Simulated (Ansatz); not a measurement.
Here is an Ansatz input file for SrVO₃, space group Pm-3m. Write the same calculation for the Python package.

```yaml
crystal:
  lattice:
    bravais: cubic
    a: 3.8409
  space_group: 221
  atoms:
    - { symbol: Sr, position: [0.5, 0.5, 0.5] }
    - { symbol: V, position: [0.0, 0.0, 0.0] }
    - { symbol: O, position: [0.5, 0.0, 0.0] }
kpoints:
  mp_grid:
    grid: [6, 6, 6]
hamiltonian:
  xc: pbe
magnetization:
  spin_polarized: true
  per_species:
    V: 1.0
scf:
  occupations:
    method: fermi_dirac
    width: 0.1
output:
  eigenvalues: true
```

`scf.py`
```python
# -*- coding: utf-8 -*-
from collections import Counter
import json

import ansatz as az
import numpy as np


def main():
    structure = (
        az.Lattice.cubic(3.8409)
        .space_group(221)
        .atom("Sr", [0.5, 0.5, 0.5])
        .atom("V", [0.0, 0.0, 0.0])
        .atom("O", [0.5, 0.0, 0.0])
        .moments(V=1.0)
    )

    base = (
        structure.calculation()
        .functional("pbe")
        .kpoints(length=22)
        .occupations(az.OccupationsMethod.FERMI_DIRAC, width=0.1)
        .spin("collinear")
        .band_table()
    )
    outcome = base.run(events_out="events.ndjson")
    report = outcome.report
    with open("events.ndjson") as stream:
        kinds = Counter(json.loads(line)["event"] for line in stream)
    print("events:", {kind: kinds[kind] for kind in ("scf_iter", "scf_done", "notice", "finished")})

    n_atoms = len(report["lattice"]["sites"])
    print("F =", round(report["free_energy_ev"], 4), "eV for", n_atoms, "atoms")
    print("E(sigma -> 0) =", round(report["energy_sigma0_ev"], 4), "eV, TS =", round(report["entropy_ts_ev"], 5), "eV")
    print("closed by", report["closed_by"], "after", report["n_iterations"], "iterations")

    print("site moments (muB):", [round(m, 2) for m in report["site_moments_mub"]])
    print("electrons up, down:", [round(n, 3) for n in report["spin_occupation_sums"]])

    eps, occ = np.array(report["eigenvalues_ev"]), np.array(report["occupations"])
    wk = np.tile(report["kweights"], len(eps) // len(report["kweights"]))
    print(f"sum of w f eps = {wk @ (eps * occ).sum(axis=1):.4f} eV, reported band energy {report['components']['e_band']:.4f} eV")


if __name__ == "__main__":
    main()
```

Output of `python scf.py`:
```text
DeckWarning: basis.ecutwfc = 420 eV, auto-derived from the records' recommended cutoffs: set by Sr (normal level)
RunWarning: the starting moments were not kept: the SCF closed with an absolute magnetisation of 3.3e-5 μB, where they sum to 1 μB in size (1 site). That is at most 0.1 of that sum. Measured as dr2_m measures the in/out step, that magnetisation stands 9.0e-10 [...]
events: {'scf_iter': 37, 'scf_done': 2, 'notice': 7, 'finished': 1}
F = -8165.2677 eV for 5 atoms
E(sigma -> 0) = -8165.2364 eV, TS = 0.06264 eV
closed by deck_thresholds after 15 iterations
site moments (muB): [0.0, 0.0, -0.0, -0.0, -0.0]
electrons up, down: [20.5, 20.5]
sum of w f eps = -220.3752 eV, reported band energy -220.3752 eV
```
(Warnings from the package without file and line, shortened.)

Total energies depend on the potentials; only differences at equal settings carry meaning. A total without «per atom» is that of the cell as typed. The SCF didn't keep the moments it started from (some shrank, vanished or turned); what is printed is the state reached. The computed bands are complete only to about 3.6 eV above the Fermi level. For a metal this k-point mesh is coarse: on a finer one energies can move by several to tens of meV an atom and pressures by half a GPa or more, differences at one mesh by less. With one magnetic atom the cell can hold only ferromagnetic order. Without a Hubbard U or exact exchange, semilocal functionals often make such 3d compounds metallic or too weakly gapped. The structure is a deposited one; some such entries were measured under pressure or heat, so a shift against it needn't be the functional's error alone. Levels are Kohn-Sham eigenvalues on this mesh, without spin-orbit coupling. Wall time of the script: 8 s on 1 thread of Intel(R) Xeon(R) Platinum 8488C (Sapphire Rapids) (shared host), peak memory 0.45 GiB.

(Lines on the test bed's own set-up are left out of the output.)
